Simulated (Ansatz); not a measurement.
# CdF₂: functionals against CCSD(T) at one geometry

How do the functionals fare away from a minimum? The structure is a structure displaced at random from a GFN2-xTB minimum.

Method: single points in def2-TZVPP; program: Ansatz 0.2.0, Gaussian basis.

Cores are frozen in the correlated methods. Filled d shells of the heavier atoms are correlated. Core potentials replace the inner electrons past krypton, and spin-orbit coupling is left out.

## Step 1: The starting structure

SMILES `[F][Cd][F]`, 3 atoms, charge 0, spin multiplicity 1.

Atoms are counted from 1 here; the program's logs count them from 0.

Bond lengths: F1–Cd2 2.072 Å, Cd2–F3 1.911 Å. Angles: F1–Cd2–F3 98.4°.

Coordinates:

```xyz
3

F     1.34250    0.27930    0.76130
Cd   -0.49140    0.65510   -0.12660
F    -0.95740   -1.14310   -0.57460
```

## Step 2: CCSD(T)/def2-TZVPP

Contents of run/in.yaml:

```yaml
crystal:
  periodic: [false, false, false]
  atoms:
    - {symbol: F, position_ang: [1.342500, 0.279300, 0.761300]}
    - {symbol: Cd, position_ang: [-0.491400, 0.655100, -0.126600]}
    - {symbol: F, position_ang: [-0.957400, -1.143100, -0.574600]}
basis:
  gaussian: {orbitals: def2-TZVPP}
correlation: {method: ccsd_t}
output: {forces: true}
```

No record of the launch command was kept for these runs.

## Step 3: PBE0-D4/def2-TZVPP

Edit run/in.yaml of step 2 so:

```diff
@@ -8,3 +8,3 @@
   gaussian: {orbitals: def2-TZVPP}
-correlation: {method: ccsd_t}
-output: {forces: true}
+hamiltonian: {xc: pbe0, dispersion: d4}
+output: {forces: true, orbitals: {seedname: orbitals}}
```

## Step 4: wB97M-V/def2-TZVPP

Edit run/in.yaml of step 3 so:

```diff
@@ -8,3 +8,3 @@
   gaussian: {orbitals: def2-TZVPP}
-hamiltonian: {xc: pbe0, dispersion: d4}
-output: {forces: true, orbitals: {seedname: orbitals}}
+hamiltonian: {xc: {name: wB97M-V}}
+output: {forces: true}
```

## Step 5: r2SCAN-D4/def2-TZVPP

Edit run/in.yaml of step 4 so:

```diff
@@ -8,3 +8,3 @@
   gaussian: {orbitals: def2-TZVPP}
-hamiltonian: {xc: {name: wB97M-V}}
+hamiltonian: {xc: r2scan, dispersion: d4}
 output: {forces: true}
```

## Step 6: PBE-D4/def2-TZVPP

Edit run/in.yaml of step 5 so:

```diff
@@ -8,3 +8,3 @@
   gaussian: {orbitals: def2-TZVPP}
-hamiltonian: {xc: r2scan, dispersion: d4}
+hamiltonian: {xc: pbe, dispersion: d4}
 output: {forces: true}
```

## Step 7: BHLYP-D4/def2-TZVPP

Edit run/in.yaml of step 6 so:

```diff
@@ -8,3 +8,3 @@
   gaussian: {orbitals: def2-TZVPP}
-hamiltonian: {xc: pbe, dispersion: d4}
+hamiltonian: {xc: {name: BHLYP}, dispersion: d4}
 output: {forces: true}
```

## Step 8: wB97X-V/def2-TZVPP

Edit run/in.yaml of step 7 so:

```diff
@@ -8,3 +8,3 @@
   gaussian: {orbitals: def2-TZVPP}
-hamiltonian: {xc: {name: BHLYP}, dispersion: d4}
+hamiltonian: {xc: {name: wB97X-V}}
 output: {forces: true}
```

(Steps that only read results are left out.)

What does the calculation give? Wanted: energy less free atoms, CCSD(T)/def2-TZVPP; RMS force component; RMS force error; HOMO and LUMO, PBE0-D4; T1 diagnostic.

The runs gave:

| quantity | value |
| --- | --- |
| energy less free atoms, CCSD(T)/def2-TZVPP | -482.8 kJ/mol |
| RMS force component | 0.982 to 1.107 eV/Å over the methods |
| RMS force error | PBE0-D4 0.081, wB97M-V 0.081, r2SCAN-D4 0.143, PBE-D4 0.384, BHLYP-D4 0.039, wB97X-V 0.050 eV/Å |
| HOMO and LUMO, PBE0-D4 | -9.01 and -4.48 eV |
| T1 diagnostic | 0.022 |

Against CCSD(T) the functionals' energies less atoms differ by -74.8 to +43.7 kJ/mol, PBE-D4 by -74.8 kJ/mol. CCSD(T) in triple zeta still lacks some correlation energy of the bonds, so part of these gaps is its own basis error and they don't rank the functionals. For forces BHLYP-D4 does best and PBE-D4 worst. Frozen-core CCSD(T) forces in triple zeta carry basis errors of their own, and this is one geometry, so small gaps rank nothing.
